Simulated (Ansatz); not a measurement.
# C₂H₂FGaS: a ladder of functionals and wavefunction methods

An exercise on one series of results from a longer session: the logs are not shown, and one member is left open.

Computed with Ansatz 0.2.0, Gaussian basis. Level: functionals in def2-TZVPP, the program's frozen cores in correlated methods.

The runs, in order: LDA (SPW92), PBE-D4, revPBE-D4, BLYP-D4, r2SCAN-D4, B97M-V, PBE0-D4, B3LYP-D4, r2SCANh-D4, r2SCAN0-D4, HSE06-D4, BHLYP-D4, CAM-B3LYP-D4, LC-ωPBE, ωB97X-V, ωB97M-V, B2PLYP, PBE-QIDH; CCSD(T)/def2-SVP; CCSD(T)/def2-TZVPP; MP2/def2-QZVPP; extrapolation to the limit; RPA on PBE.

**Structure used throughout**

An earlier PBE0-D4 in a triple-zeta def2 set relaxation fixed the geometry.

SMILES `C#C[S][GaH][F]`, 7 atoms, charge 0, spin multiplicity 1.

Atoms are counted from 1 here; the program's logs count them from 0.

Bond lengths: C1–C2 1.203 Å, C1–H6 1.064 Å, C2–S3 1.680 Å, S3–Ga4 2.208 Å, Ga4–F5 1.745 Å, Ga4–H7 1.547 Å. Angles: C2–C1–H6 179.3°, C1–C2–S3 176.8°, C2–S3–Ga4 100.1°, S3–Ga4–F5 116.0°, S3–Ga4–H7 124.0°, F5–Ga4–H7 120.0°.

As a file:

```xyz
7
C2H2FGaS
C    -0.06137    0.41925    2.15450
C     0.36865   -0.22284    1.23235
S     1.01995   -1.16796    0.00514
Ga    0.00277   -0.28571   -1.74455
F    -1.09560    1.02753   -1.40851
H    -0.44885    0.99399    2.96193
H     0.21443   -0.76428   -3.20089
```

The first run:

Contents of in.yaml:

```yaml
crystal:
  periodic: [false, false, false]
  atoms:
    - {symbol: C, position_ang: [-0.061374, 0.419249, 2.154505]}
    - {symbol: C, position_ang: [0.368654, -0.222835, 1.232354]}
    - {symbol: S, position_ang: [1.019953, -1.167956, 0.005144]}
    - {symbol: Ga, position_ang: [0.002770, -0.285715, -1.744547]}
    - {symbol: F, position_ang: [-1.095597, 1.027532, -1.408511]}
    - {symbol: H, position_ang: [-0.448851, 0.993994, 2.961933]}
    - {symbol: H, position_ang: [0.214434, -0.764279, -3.200887]}
basis:
  gaussian: {orbitals: def2-TZVPP}
hamiltonian: {xc: lda}
output: {orbitals: {seedname: orbitals}}
```

Launch:

```
$ ansatz run in.yaml --threads 4 --pin off --events-out ev --progress --plain --max-ram 10444MiB
```

Steps of the session up to this table: LDA; PBE-D4 (GGA); revPBE-D4 (GGA); BLYP-D4 (GGA); r2SCAN-D4 (meta-GGA); B97M-V (meta-GGA); PBE0-D4 (hybrid); B3LYP-D4 (hybrid); r2SCANh-D4 (hybrid); r2SCAN0-D4 (hybrid); HSE06-D4 (hybrid); BHLYP-D4 (hybrid); CAM-B3LYP-D4 (range-separated); LC-ωPBE (range-separated); ωB97X-V (range-separated); ωB97M-V (range-separated); B2PLYP (double hybrid); PBE-QIDH (double hybrid).

One of the session's tables, all rows but one given; the rest of the session is left out.

It belongs to the step «Orbital energies across the functionals». 

| functional | HOMO (eV) | LUMO (eV) | gap (eV) |
| --- | --- | --- | --- |
| LDA (SPW92) | -6.29 | -2.57 | 3.72 |
| PBE-D4 | -6.10 | -2.29 | 3.82 |
| revPBE-D4 | -6.04 | -2.17 | 3.87 |
| BLYP-D4 | -5.94 | -2.23 | 3.71 |
| r2SCAN-D4 | -6.32 | -2.05 | 4.27 |
| B97M-V | -6.34 | -2.20 | 4.13 |
| PBE0-D4 | -7.20 | -1.52 | 5.68 |
| B3LYP-D4 | -6.98 | -1.79 | 5.19 |
| r2SCANh-D4 | -6.73 | -1.77 | 4.95 |
| r2SCAN0-D4 | ? | ? | ? |
| HSE06-D4 | -6.81 | -1.88 | 4.92 |
| BHLYP-D4 | -8.15 | -0.79 | 7.37 |
| CAM-B3LYP-D4 | -8.45 | -0.64 | 7.81 |
| LC-ωPBE | -9.78 | 0.55 | 10.33 |
| ωB97X-V | -9.41 | 0.41 | 9.83 |
| ωB97M-V | -9.28 | 0.20 | 9.48 |

**Question.** Estimate the row for r2SCAN0-D4.

Worked estimate for «HOMO (eV)». Against the share of exact exchange, r2SCAN-D4 (0, -6.32), r2SCANh-D4 (0.1, -6.73) give a slope of -4.10 per unit share; at 0.25 the line stands at -7.34.

**Answer.** HOMO (eV): -7.35; LUMO (eV): -1.37; gap (eV): 5.97. In «HOMO (eV)» the line misses by +0.01.
